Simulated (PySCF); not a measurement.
# PbSe+: bond curves at several levels of theory

One job finds the state of PbSe+, follows it along the bond with each method and fits the curves.

Computed with PySCF 2.14.0. Level: Pb def2-SVP with ECP60, Se def2-SVP, scalar-relativistic core potentials.

## Step 1: Input

A driver script around PySCF takes these settings:

* atoms: Pb, Se
* charge: 1
* basis: Pb def2-SVP with ECP60, Se def2-SVP
* Hamiltonian: scalar-relativistic core potentials
* basis functions: 58
* electrons treated: 55
* masses in u: 207.9766, 79.9165
* levels: PBE0, PBE, r²SCAN, M06-2X, BP86, PW91, ωB97X, HF, MP2, SCS-MP2, CCSD, CCSD(T)
* grid: 80 radial by 434 angular points
* occupations: held fixed by the projection of orbital angular momentum
* dissociation limit: Pb+ + Se, each in its ground configuration
* starting distance in angstrom: 2.610
* values of 2S to try: 1, 3

On the command line:

```bash
$ OMP_NUM_THREADS=1 python dia.py task.json out
```

Further steps of the session: PBE0 along the bond; Other states along the same grid; PBE; r²SCAN (meta-GGA); M06-2X; BP86; PW91 (GGA); ωB97X (range-separated hybrid); UHF (mean field); MP2 and coupled cluster.

What does the calculation give? Wanted: for each run, Re; ωe; De; μ.

As calculated:

Lowest PBE0 solution found, without spin–orbit coupling: ²Π (doublet), unpaired electrons π ↑. State 2 has its PBE0 minimum 0.77 eV higher. State 3 has its PBE0 minimum 1.69 eV higher. The other levels ran on the lowest alone.

```csv
level,Re (Å),ωe (cm⁻¹),De (eV),μ (D)
UHF,2.599,235.0,1.24,-3.25
UHF-MP2,2.600,234.0,2.33,n/a
UHF-SCS-MP2,2.607,231.5,2.23,n/a
UHF-CCSD,2.613,228.0,2.21,n/a
UHF-CCSD(T),2.626,221.6,2.36,n/a
PBE,2.625,219.8,3.11,-1.98
PW91,2.624,220.3,3.14,-1.93
BP86,2.626,219.5,3.09,-1.99
r²SCAN,2.605,227.7,2.89,-2.27
PBE0,2.595,231.8,2.78,-2.36
M06-2X,2.602,233.1,2.33,-2.97
ωB97X,2.573,242.3,2.74,-2.62
```

De is counted to Pb+ + Se in their ground configurations. A positive dipole points from Pb to Se; in an ion it is taken about the centre of mass and does not tell which atom is negative.

Differences from CCSD(T) in the same basis:

```csv
level,Re (mÅ),ωe (%)
UHF,-26,+6.0
UHF-MP2,-26,+5.6
UHF-SCS-MP2,-18,+4.5
UHF-CCSD,-12,+2.9
PBE,0,-0.8
PW91,-2,-0.6
BP86,+1,-1.0
r²SCAN,-21,+2.7
PBE0,-30,+4.6
M06-2X,-23,+5.2
ωB97X,-52,+9.3
```

What this shows: Judged by CCSD(T) in the same basis: best bond length PBE (0 mÅ), worst ωB97X (-52 mÅ); best wavenumber PW91 (-0.6 %), worst ωB97X (+9.3 %). Hartree–Fock makes the bond too short and too stiff against this reference, as it mostly does. CCSD(T) in a basis this small is itself some way from its limit, more so than the functionals. Among the levels with a De in the table, it runs from 1.24 eV (UHF) to 3.14 eV (PW91).

Correlated steps freeze 13 core orbitals. These are scalar-relativistic numbers at best; spin–orbit coupling would shift them, the dissociation energy most. With spin–orbit coupling the term label itself may not hold.
